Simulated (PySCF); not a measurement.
**C₅H₁₀ClFSi: field gradients at the nuclei**

Aim: the electric field gradients and quadrupole couplings of C₅H₁₀ClFSi at several levels. Each job file holds the settings and the coordinates that a driver script hands to the program.

Method: the levels named in each step, in PySCF 2.14.0, density-fitted response routines.

**1. The starting structure**

Bond lengths (14 of 18 bonds, heavy atoms first): F1–Si2 1.632 Å, Si2–C3 1.907 Å, C3–Cl4 1.783 Å, Si2–C5 1.897 Å, C5–C6 1.535 Å, C6–C7 1.528 Å, Si2–C8 1.897 Å, C7–C8 1.535 Å, C3–H9 1.087 Å, C3–H10 1.087 Å, C5–H11 1.090 Å, C5–H12 1.088 Å, C6–H13 1.091 Å, C6–H14 1.092 Å. Angles (14 of 36 angles, heavy atoms first): F1–Si2–C3 103.7°, F1–Si2–C5 112.5°, F1–Si2–C8 112.0°, C3–Si2–C5 116.9°, C3–Si2–C8 117.2°, C5–Si2–C8 94.9°, Si2–C3–Cl4 110.0°, Si2–C5–C6 103.6°, C5–C6–C7 108.3°, C6–C7–C8 108.4°, Si2–C8–C7 103.6°, Si2–C3–H9 112.4°, Si2–C3–H10 112.1°, Cl4–C3–H9 106.8°.

Structure file:

```xyz
18

F    -0.0522   -0.3008    2.3668
Si   -0.0545   -0.0984    0.7471
C     1.6573    0.6594    0.3860
Cl    1.8628    0.8914   -1.3704
C    -1.5677    0.8701    0.1376
C    -2.4823   -0.2178   -0.4421
C    -1.6084   -1.2579   -1.1414
C    -0.5063   -1.6979   -0.1679
H     1.7842    1.6347    0.8488
H     2.4683    0.0150    0.7153
H    -1.2954    1.5732   -0.6490
H    -2.0810    1.4369    0.9114
H    -3.2140    0.2051   -1.1315
H    -3.0262   -0.7000    0.3724
H    -2.2039   -2.1078   -1.4772
H    -1.1476   -0.8005   -2.0187
H    -0.9030   -2.4324    0.5335
H     0.3105   -2.1758   -0.7037
```

**2. Geometry, PBE0-D3(BJ)/def2-SVP**

File job.txt:

```
{"job": {"xc": "PBE0", "basis": "def2-SVP", "d3": "d3bj", "grid": 2, "kind": "geom"}, "charge": 0, "multiplicity": 1}
F     -0.052180    -0.300810     2.366840
Si    -0.054500    -0.098440     0.747150
C      1.657260     0.659420     0.385950
Cl     1.862820     0.891450    -1.370360
C     -1.567740     0.870100     0.137630
C     -2.482280    -0.217830    -0.442110
C     -1.608420    -1.257910    -1.141420
C     -0.506350    -1.697880    -0.167900
H      1.784220     1.634730     0.848800
H      2.468330     0.015000     0.715310
H     -1.295400     1.573240    -0.649040
H     -2.081040     1.436870     0.911380
H     -3.214020     0.205110    -1.131510
H     -3.026190    -0.700010     0.372360
H     -2.203940    -2.107840    -1.477180
H     -1.147640    -0.800520    -2.018720
H     -0.903030    -2.432450     0.533530
H      0.310480    -2.175810    -0.703720
```

Log:

```text
step   0  E = -1045.13133448  max force = 0.012139
step   1  E = -1045.13415428  max force = 0.002292
step   2  E = -1045.13431042  max force = 0.001245
step   3  E = -1045.13435001  max force = 0.000883
step   4  E = -1045.13435516  max force = 0.000420
optimisation converged
```

It took 42 s on 8 threads of Intel Xeon 6975P-C (Granite Rapids), shared host; peak memory 1 GiB.

It ended at:

```xyz
18

F    -0.0955   -0.3227    2.3882
Si   -0.0832   -0.1104    0.7630
C     1.5977    0.6441    0.3672
Cl    1.6916    0.8262   -1.4171
C    -1.5577    0.8799    0.1633
C    -2.4622   -0.2023   -0.4538
C    -1.5783   -1.2542   -1.1374
C    -0.4746   -1.6962   -0.1593
H     1.7411    1.6367    0.8182
H     2.4320    0.0024    0.6857
H    -1.2139    1.5837   -0.6140
H    -2.0537    1.4704    0.9478
H    -3.1945    0.2222   -1.1592
H    -3.0477   -0.6892    0.3463
H    -2.1759   -2.1058   -1.5004
H    -1.1059   -0.7984   -2.0248
H    -0.8642   -2.4306    0.5674
H     0.3856   -2.1593   -0.6642
```

**3. Field gradients, PBE0/def2-TZVPP**

File job.txt:

```
{"job": {"kind": "efgt", "xc": "PBE0", "basis": "def2-TZVPP"}, "charge": 0, "multiplicity": 1}
F     -0.095515    -0.322742     2.388227
Si    -0.083248    -0.110422     0.763019
C      1.597678     0.644111     0.367181
Cl     1.691606     0.826166    -1.417062
C     -1.557740     0.879920     0.163295
C     -2.462194    -0.202332    -0.453845
C     -1.578274    -1.254190    -1.137425
C     -0.474641    -1.696183    -0.159255
H      1.741053     1.636671     0.818224
H      2.431984     0.002368     0.685724
H     -1.213924     1.583675    -0.614021
H     -2.053741     1.470407     0.947774
H     -3.194510     0.222196    -1.159172
H     -3.047716    -0.689233     0.346253
H     -2.175925    -2.105807    -1.500359
H     -1.105942    -0.798352    -2.024803
H     -0.864182    -2.430564     0.567441
H      0.385610    -2.159269    -0.664205
```

Log:

```text
coarse grid: 15968 points
cycle   1  E = -1045.6383059567  dE =  6.999e-01  |g| = 6.754e-01  |ddm| = 3.254e+00
cycle   2  E = -1045.5686074977  dE =  6.970e-02  |g| = 9.585e-01  |ddm| = 1.415e+00
cycle   3  E = -1045.7265438899  dE = -1.579e-01  |g| = 9.278e-02  |ddm| = 9.069e-01
cycle   4  E = -1045.7278597122  dE = -1.316e-03  |g| = 4.267e-02  |ddm| = 9.894e-02
cycle   5  E = -1045.7282205992  dE = -3.609e-04  |g| = 9.651e-03  |ddm| = 3.619e-02
cycle   6  E = -1045.7282407087  dE = -2.011e-05  |g| = 2.159e-03  |ddm| = 9.378e-03
cycle   7  E = -1045.7282417001  dE = -9.914e-07  |g| = 6.856e-04  |ddm| = 2.164e-03
final grid: 220992 points
cycle   8  E = -1045.7185810980  dE = -8.787e-05  |g| = 8.463e-03  |ddm| = 1.088e-01
cycle   9  E = -1045.7185738148  dE =  7.283e-06  |g| = 9.863e-03  |ddm| = 1.424e-02
cycle  10  E = -1045.7185970716  dE = -2.326e-05  |g| = 9.566e-04  |ddm| = 8.016e-03
cycle  11  E = -1045.7185972490  dE = -1.774e-07  |g| = 2.693e-04  |ddm| = 9.262e-04
cycle  12  E = -1045.7185972612  dE = -1.218e-08  |g| = 1.106e-04  |ddm| = 2.567e-04
cycle  13  E = -1045.7185972631  dE = -1.880e-09  |g| = 2.391e-05  |ddm| = 8.867e-05
cycle  14  E = -1045.7185972632  dE = -1.151e-10  |g| = 3.626e-06  |ddm| = 2.547e-05
converged SCF energy = -1045.7185972632

Field-gradient tensors (au): xx yy zz xy xz yz
  0 F    -0.56799   -0.54945    1.11744    0.00382   -0.02219   -0.22365
  1 Si   -0.34394   -0.30235    0.64629    0.03604   -0.19981   -0.22371
  2 C    -0.29993   -0.19727    0.49720   -0.04978   -0.01685   -0.06162
  3 Cl   -1.93925   -1.95505    3.89430    0.07279   -0.35344   -0.62181
  4 C    -0.01698    0.01432    0.00266    0.07831   -0.02077    0.03777
  5 C     0.00485    0.02107   -0.02592    0.03025    0.00989    0.05272
  6 C     0.02458   -0.02812    0.00354   -0.05177    0.04324    0.00077
  7 C     0.03348   -0.06094    0.02746   -0.03171    0.01784   -0.06210
  8 H    -0.14106    0.20047   -0.05940    0.04660    0.02211    0.14832
  9 H     0.09345   -0.00027   -0.09319   -0.18818    0.08759   -0.06782
 10 H    -0.10217    0.03150    0.07067    0.08465   -0.08851   -0.18188
 11 H    -0.05371   -0.01797    0.07168   -0.09620   -0.13907    0.16244
 12 H     0.04115   -0.07343    0.03229   -0.10494    0.17425   -0.10123
 13 H    -0.02329   -0.05463    0.07792    0.09467   -0.15365   -0.12802
 14 H    -0.01495    0.10986   -0.09491    0.17114    0.07276    0.10248
 15 H    -0.05997   -0.06523    0.12520    0.06955   -0.13703   -0.13450
 16 H    -0.07945    0.04167    0.03778    0.09568   -0.09560   -0.18320
 17 H     0.11678   -0.06976   -0.04702   -0.14184   -0.15047    0.07769
```

Wall time 29 s (8 threads of Intel Xeon 6975P-C (Granite Rapids), shared host); peak memory 2.8 GiB.

**4. Field gradients, PBE/def2-TZVPP**

Edit job.txt of step 3 so:

```diff
@@ -1,2 +1,2 @@
-{"job": {"kind": "efgt", "xc": "PBE0", "basis": "def2-TZVPP"}, "charge": 0, "multiplicity": 1}
+{"job": {"kind": "efgt", "xc": "PBE", "basis": "def2-TZVPP"}, "charge": 0, "multiplicity": 1}
 F     -0.095515    -0.322742     2.388227
```

Log:

```text
coarse grid: 15968 points
cycle   1  E = -1045.4670448318  dE =  5.513e-01  |g| = 8.627e-01  |ddm| = 3.347e+00
cycle   2  E = -1045.1236212769  dE =  3.434e-01  |g| = 1.580e+00  |ddm| = 2.927e+00
cycle   3  E = -1045.6220188869  dE = -4.984e-01  |g| = 1.881e-01  |ddm| = 2.270e+00
cycle   4  E = -1045.6278266795  dE = -5.808e-03  |g| = 8.274e-02  |ddm| = 2.262e-01
cycle   5  E = -1045.6289980962  dE = -1.171e-03  |g| = 2.687e-02  |ddm| = 7.877e-02
cycle   6  E = -1045.6291568344  dE = -1.587e-04  |g| = 6.056e-03  |ddm| = 2.614e-02
cycle   7  E = -1045.6291643225  dE = -7.488e-06  |g| = 1.624e-03  |ddm| = 6.330e-03
final grid: 220992 points
cycle   8  E = -1045.6169791122  dE = -1.247e-04  |g| = 1.363e-02  |ddm| = 1.469e-01
cycle   9  E = -1045.6168992927  dE =  7.982e-05  |g| = 2.212e-02  |ddm| = 2.825e-02
cycle  10  E = -1045.6170206787  dE = -1.214e-04  |g| = 2.817e-03  |ddm| = 1.924e-02
cycle  11  E = -1045.6170221520  dE = -1.473e-06  |g| = 8.485e-04  |ddm| = 2.695e-03
cycle  12  E = -1045.6170222565  dE = -1.045e-07  |g| = 2.634e-04  |ddm| = 8.158e-04
cycle  13  E = -1045.6170222691  dE = -1.252e-08  |g| = 6.029e-05  |ddm| = 2.975e-04
cycle  14  E = -1045.6170222699  dE = -8.677e-10  |g| = 1.069e-05  |ddm| = 7.564e-05
converged SCF energy = -1045.6170222699

Field-gradient tensors (au): xx yy zz xy xz yz
  0 F    -0.54614   -0.53452    1.08066    0.00592   -0.02187   -0.21739
  1 Si   -0.33333   -0.29799    0.63132    0.03715   -0.19472   -0.21846
  2 C    -0.29108   -0.19123    0.48231   -0.04836   -0.01761   -0.06029
  3 Cl   -1.92293   -1.94922    3.87215    0.07912   -0.35495   -0.62065
  4 C    -0.01742    0.01556    0.00186    0.07901   -0.02029    0.03903
  5 C     0.00649    0.02047   -0.02696    0.02907    0.01042    0.05368
  6 C     0.02424   -0.02819    0.00396   -0.05227    0.04405    0.00260
  7 C     0.03386   -0.06106    0.02720   -0.03280    0.01912   -0.06294
  8 H    -0.14031    0.19986   -0.05954    0.04636    0.02204    0.14795
  9 H     0.09324   -0.00001   -0.09323   -0.18747    0.08738   -0.06761
 10 H    -0.10163    0.03135    0.07028    0.08416   -0.08800   -0.18090
 11 H    -0.05362   -0.01794    0.07156   -0.09574   -0.13834    0.16154
 12 H     0.04091   -0.07311    0.03219   -0.10439    0.17328   -0.10085
 13 H    -0.02312   -0.05430    0.07742    0.09411   -0.15279   -0.12729
 14 H    -0.01496    0.10933   -0.09437    0.17036    0.07229    0.10188
 15 H    -0.05968   -0.06485    0.12453    0.06912   -0.13628   -0.13373
 16 H    -0.07909    0.04143    0.03766    0.09518   -0.09508   -0.18216
 17 H     0.11626   -0.06938   -0.04688   -0.14103   -0.14981    0.07723
```

It took 24 s on 8 threads of Intel Xeon 6975P-C (Granite Rapids), shared host; peak memory 2.8 GiB.

**5. Field gradients, B3LYP/def2-TZVPP**

Edit job.txt of step 4 so:

```diff
@@ -1,2 +1,2 @@
-{"job": {"kind": "efgt", "xc": "PBE", "basis": "def2-TZVPP"}, "charge": 0, "multiplicity": 1}
+{"job": {"kind": "efgt", "xc": "B3LYP", "basis": "def2-TZVPP"}, "charge": 0, "multiplicity": 1}
 F     -0.095515    -0.322742     2.388227
```

Log:

```text
coarse grid: 15968 points
cycle   1  E = -1046.2613778749  dE =  6.636e-01  |g| = 7.562e-01  |ddm| = 3.254e+00
cycle   2  E = -1046.1414354823  dE =  1.199e-01  |g| = 1.148e+00  |ddm| = 1.747e+00
cycle   3  E = -1046.3725855392  dE = -2.312e-01  |g| = 1.207e-01  |ddm| = 1.179e+00
cycle   4  E = -1046.3748804071  dE = -2.295e-03  |g| = 5.081e-02  |ddm| = 1.273e-01
cycle   5  E = -1046.3753671050  dE = -4.867e-04  |g| = 1.326e-02  |ddm| = 4.382e-02
cycle   6  E = -1046.3754057314  dE = -3.863e-05  |g| = 2.797e-03  |ddm| = 1.314e-02
cycle   7  E = -1046.3754073640  dE = -1.633e-06  |g| = 8.275e-04  |ddm| = 2.821e-03
final grid: 220992 points
cycle   8  E = -1046.3643284413  dE = -8.244e-05  |g| = 6.368e-03  |ddm| = 1.109e-01
cycle   9  E = -1046.3643199063  dE =  8.535e-06  |g| = 8.492e-03  |ddm| = 1.142e-02
cycle  10  E = -1046.3643373765  dE = -1.747e-05  |g| = 8.256e-04  |ddm| = 6.764e-03
cycle  11  E = -1046.3643374874  dE = -1.110e-07  |g| = 4.068e-04  |ddm| = 8.141e-04
cycle  12  E = -1046.3643375133  dE = -2.587e-08  |g| = 9.178e-05  |ddm| = 3.328e-04
cycle  13  E = -1046.3643375147  dE = -1.430e-09  |g| = 2.193e-05  |ddm| = 9.224e-05
cycle  14  E = -1046.3643375148  dE = -8.731e-11  |g| = 5.409e-06  |ddm| = 2.309e-05
converged SCF energy = -1046.3643375148

Field-gradient tensors (au): xx yy zz xy xz yz
  0 F    -0.55716   -0.54040    1.09757    0.00337   -0.02052   -0.21936
  1 Si   -0.34956   -0.31362    0.66318    0.03981   -0.20179   -0.22854
  2 C    -0.31574   -0.19688    0.51262   -0.05837   -0.01517   -0.06177
  3 Cl   -1.96419   -1.96724    3.93142    0.06679   -0.34531   -0.62210
  4 C    -0.02413    0.01543    0.00869    0.08390   -0.02873    0.03937
  5 C     0.00495    0.01789   -0.02284    0.03042    0.00899    0.04667
  6 C     0.02235   -0.02728    0.00493   -0.04647    0.04112   -0.00043
  7 C     0.03779   -0.06689    0.02909   -0.03503    0.01137   -0.07012
  8 H    -0.13772    0.19584   -0.05813    0.04520    0.02140    0.14457
  9 H     0.09098    0.00007   -0.09105   -0.18373    0.08521   -0.06612
 10 H    -0.09951    0.03051    0.06900    0.08262   -0.08656   -0.17716
 11 H    -0.05249   -0.01774    0.07023   -0.09383   -0.13596    0.15856
 12 H     0.03997   -0.07169    0.03172   -0.10250    0.17013   -0.09897
 13 H    -0.02292   -0.05333    0.07625    0.09220   -0.14971   -0.12509
 14 H    -0.01451    0.10737   -0.09286    0.16723    0.07092    0.09993
 15 H    -0.05842   -0.06339    0.12181    0.06807   -0.13363   -0.13113
 16 H    -0.07734    0.04042    0.03692    0.09329   -0.09351   -0.17869
 17 H     0.11425   -0.06834   -0.04590   -0.13829   -0.14706    0.07569
```

Wall time 31 s (8 threads of Intel Xeon 6975P-C (Granite Rapids), shared host); peak memory 2.8 GiB.

**6. Field gradients, CAM-B3LYP/def2-TZVPP**

Edit job.txt of step 5 so:

```diff
@@ -1,2 +1,2 @@
-{"job": {"kind": "efgt", "xc": "B3LYP", "basis": "def2-TZVPP"}, "charge": 0, "multiplicity": 1}
+{"job": {"kind": "efgt", "xc": "CAM-B3LYP", "basis": "def2-TZVPP"}, "charge": 0, "multiplicity": 1}
 F     -0.095515    -0.322742     2.388227
```

Log:

```text
coarse grid: 15968 points
cycle   1  E = -1046.1313757241  dE =  8.861e-01  |g| = 6.669e-01  |ddm| = 3.176e+00
cycle   2  E = -1046.1083402632  dE =  2.304e-02  |g| = 8.459e-01  |ddm| = 1.118e+00
cycle   3  E = -1046.2162964262  dE = -1.080e-01  |g| = 7.495e-02  |ddm| = 6.448e-01
cycle   4  E = -1046.2171288667  dE = -8.324e-04  |g| = 3.925e-02  |ddm| = 8.572e-02
cycle   5  E = -1046.2174424028  dE = -3.135e-04  |g| = 7.378e-03  |ddm| = 3.292e-02
cycle   6  E = -1046.2174542384  dE = -1.184e-05  |g| = 2.231e-03  |ddm| = 7.949e-03
cycle   7  E = -1046.2174554842  dE = -1.246e-06  |g| = 6.309e-04  |ddm| = 2.373e-03
final grid: 220992 points
cycle   8  E = -1046.2077563771  dE = -6.142e-05  |g| = 4.654e-03  |ddm| = 8.069e-02
cycle   9  E = -1046.2077564782  dE = -1.011e-07  |g| = 4.400e-03  |ddm| = 8.009e-03
cycle  10  E = -1046.2077608423  dE = -4.364e-06  |g| = 4.334e-04  |ddm| = 3.198e-03
cycle  11  E = -1046.2077608726  dE = -3.031e-08  |g| = 2.592e-04  |ddm| = 4.740e-04
cycle  12  E = -1046.2077608827  dE = -1.005e-08  |g| = 5.409e-05  |ddm| = 2.063e-04
cycle  13  E = -1046.2077608832  dE = -5.011e-10  |g| = 1.227e-05  |ddm| = 4.907e-05
converged SCF energy = -1046.2077608832

Field-gradient tensors (au): xx yy zz xy xz yz
  0 F    -0.55512   -0.53671    1.09183    0.00252   -0.02011   -0.21754
  1 Si   -0.36239   -0.31888    0.68127    0.03770   -0.20672   -0.23417
  2 C    -0.31991   -0.19963    0.51954   -0.05920   -0.01363   -0.06189
  3 Cl   -1.97744   -1.97490    3.95235    0.06400   -0.34076   -0.62229
  4 C    -0.02433    0.01544    0.00889    0.08504   -0.02879    0.03948
  5 C     0.00368    0.01954   -0.02321    0.03089    0.00826    0.04813
  6 C     0.02316   -0.02743    0.00427   -0.04843    0.04097   -0.00121
  7 C     0.03791   -0.06805    0.03013   -0.03579    0.01166   -0.07032
  8 H    -0.13837    0.19649   -0.05812    0.04555    0.02153    0.14527
  9 H     0.09140   -0.00019   -0.09122   -0.18447    0.08569   -0.06650
 10 H    -0.10001    0.03065    0.06935    0.08301   -0.08687   -0.17814
 11 H    -0.05250   -0.01779    0.07029   -0.09436   -0.13657    0.15934
 12 H     0.04017   -0.07201    0.03184   -0.10298    0.17105   -0.09931
 13 H    -0.02308   -0.05354    0.07662    0.09275   -0.15053   -0.12570
 14 H    -0.01447    0.10783   -0.09336    0.16796    0.07139    0.10047
 15 H    -0.05871   -0.06374    0.12245    0.06839   -0.13434   -0.13189
 16 H    -0.07769    0.04080    0.03689    0.09388   -0.09387   -0.17954
 17 H     0.11469   -0.06865   -0.04604   -0.13901   -0.14767    0.07620
```

Wall time 37 s (8 threads of Intel Xeon 6975P-C (Granite Rapids), shared host); peak memory 3.1 GiB.

**7. Field gradients, HF/def2-TZVPP**

Edit job.txt of step 6 so:

```diff
@@ -1,2 +1,2 @@
-{"job": {"kind": "efgt", "xc": "CAM-B3LYP", "basis": "def2-TZVPP"}, "charge": 0, "multiplicity": 1}
+{"job": {"kind": "efgt", "xc": "HF", "basis": "def2-TZVPP"}, "charge": 0, "multiplicity": 1}
 F     -0.095515    -0.322742     2.388227
```

Log:

```text
final grid: 220992 points
cycle   1  E = -1043.1399993019  dE =  1.339e+00  |g| = 6.628e-01  |ddm| = 3.093e+00
cycle   2  E = -1043.2366577098  dE = -9.666e-02  |g| = 3.947e-01  |ddm| = 7.735e-01
cycle   3  E = -1043.2632268597  dE = -2.657e-02  |g| = 7.599e-02  |ddm| = 2.575e-01
cycle   4  E = -1043.2652757185  dE = -2.049e-03  |g| = 1.379e-02  |ddm| = 1.152e-01
cycle   5  E = -1043.2653464977  dE = -7.078e-05  |g| = 5.327e-03  |ddm| = 2.114e-02
cycle   6  E = -1043.2653572718  dE = -1.077e-05  |g| = 1.536e-03  |ddm| = 7.531e-03
cycle   7  E = -1043.2653589174  dE = -1.646e-06  |g| = 5.117e-04  |ddm| = 3.473e-03
cycle   8  E = -1043.2653591039  dE = -1.865e-07  |g| = 1.568e-04  |ddm| = 1.093e-03
cycle   9  E = -1043.2653591186  dE = -1.471e-08  |g| = 4.454e-05  |ddm| = 3.113e-04
cycle  10  E = -1043.2653591200  dE = -1.314e-09  |g| = 1.224e-05  |ddm| = 1.041e-04
cycle  11  E = -1043.2653591200  dE = -8.868e-11  |g| = 4.153e-06  |ddm| = 2.932e-05
converged SCF energy = -1043.2653591200

Field-gradient tensors (au): xx yy zz xy xz yz
  0 F    -0.58861   -0.56262    1.15123    0.00087   -0.02174   -0.22848
  1 Si   -0.37301   -0.32333    0.69634    0.03817   -0.21195   -0.24047
  2 C    -0.34155   -0.20202    0.54356   -0.06963   -0.00924   -0.06181
  3 Cl   -1.94224   -1.91596    3.85819    0.04858   -0.32267   -0.60122
  4 C    -0.03273    0.01423    0.01849    0.07999   -0.04236    0.03471
  5 C     0.00257    0.01098   -0.01355    0.03290    0.00785    0.02930
  6 C     0.01756   -0.02435    0.00679   -0.03063    0.03503   -0.00665
  7 C     0.03783   -0.06623    0.02840   -0.03465   -0.00625   -0.07426
  8 H    -0.14215    0.20093   -0.05878    0.04660    0.02200    0.14820
  9 H     0.09312   -0.00057   -0.09255   -0.18889    0.08736   -0.06791
 10 H    -0.10270    0.03154    0.07117    0.08539   -0.08974   -0.18289
 11 H    -0.05388   -0.01809    0.07197   -0.09693   -0.14059    0.16392
 12 H     0.04154   -0.07411    0.03257   -0.10593    0.17592   -0.10193
 13 H    -0.02374   -0.05537    0.07912    0.09539   -0.15486   -0.12964
 14 H    -0.01482    0.11077   -0.09595    0.17260    0.07350    0.10349
 15 H    -0.06032   -0.06550    0.12582    0.07071   -0.13810   -0.13549
 16 H    -0.07982    0.04186    0.03796    0.09631   -0.09681   -0.18491
 17 H     0.11779   -0.07048   -0.04731   -0.14303   -0.15174    0.07820
```

Wall time 14 s (8 threads of Intel Xeon 6975P-C (Granite Rapids), shared host); peak memory 3.1 GiB.

**8. The levels side by side**

Largest principal value Vzz, in atomic units:

```tsv
atom	PBE0/def2-TZVPP	PBE/def2-TZVPP	B3LYP/def2-TZVPP	CAM-B3LYP/def2-TZVPP	HF/def2-TZVPP
F1	1.1472	1.1097	1.1267	1.1206	1.1814
Si2	0.7346	0.7175	0.7524	0.7722	0.7900
C3	0.5028	0.4879	0.5181	0.5249	0.5487
Cl4	3.9815	3.9598	4.0168	4.0368	3.9382
C5	-0.0974	-0.0982	-0.1094	-0.1105	-0.1150
C6	0.0699	0.0698	0.0642	0.0659	0.0517
C7	0.0758	0.0759	0.0705	0.0722	0.0573
C8	-0.0962	-0.0971	-0.1085	-0.1096	-0.1143
H9	0.2741	0.2733	0.2674	0.2686	0.2745
H10	0.2739	0.2731	0.2673	0.2684	0.2743
H11	0.2739	0.2724	0.2670	0.2683	0.2758
H12	0.2807	0.2793	0.2742	0.2754	0.2833
H13	0.2725	0.2711	0.2661	0.2674	0.2749
H14	0.2677	0.2662	0.2612	0.2625	0.2704
H15	0.2726	0.2712	0.2662	0.2675	0.2751
H16	0.2670	0.2655	0.2603	0.2617	0.2691
CPU time	1.9 min	2.2 min	2.1 min	2.4 min	54 s
```

Couplings eQVzz/h in MHz (234.9647 × Q in barn × Vzz), with Q = -0.08112 (35Cl), 0.00285783 (2H):

```tsv
nucleus	PBE0/def2-TZVPP	PBE/def2-TZVPP	B3LYP/def2-TZVPP	CAM-B3LYP/def2-TZVPP	HF/def2-TZVPP
35Cl (atom 4)	-75.888	-75.475	-76.562	-76.943	-75.063
2H (atom 9)	0.184	0.184	0.180	0.180	0.184
2H (atom 10)	0.184	0.183	0.179	0.180	0.184
2H (atom 11)	0.184	0.183	0.179	0.180	0.185
2H (atom 12)	0.189	0.188	0.184	0.185	0.190
2H (atom 13)	0.183	0.182	0.179	0.180	0.185
2H (atom 14)	0.180	0.179	0.175	0.176	0.182
2H (atom 15)	0.183	0.182	0.179	0.180	0.185
2H (atom 16)	0.179	0.178	0.175	0.176	0.181
2H (atom 17)	0.184	0.183	0.180	0.181	0.186
```

**9. Outcome**

```
                                  quantity        value
coupling of 35Cl (atom 4), PBE0/def2-TZVPP  -75.888 MHz
  coupling of 2H (atom 9), PBE0/def2-TZVPP    0.184 MHz
 coupling of 2H (atom 10), PBE0/def2-TZVPP    0.184 MHz
 coupling of 2H (atom 11), PBE0/def2-TZVPP    0.184 MHz
 coupling of 2H (atom 12), PBE0/def2-TZVPP    0.189 MHz
```

In words: The largest coupling, that of 35Cl, runs from -76.943 (CAM-B3LYP/def2-TZVPP) to -75.063 MHz (HF/def2-TZVPP). The gradients are non-relativistic, at the equilibrium geometry and in principal axes; measured couplings hold vibrational averaging and refer to the inertial axes. The def2 sets are stiff near the nuclei, which limits their accuracy.
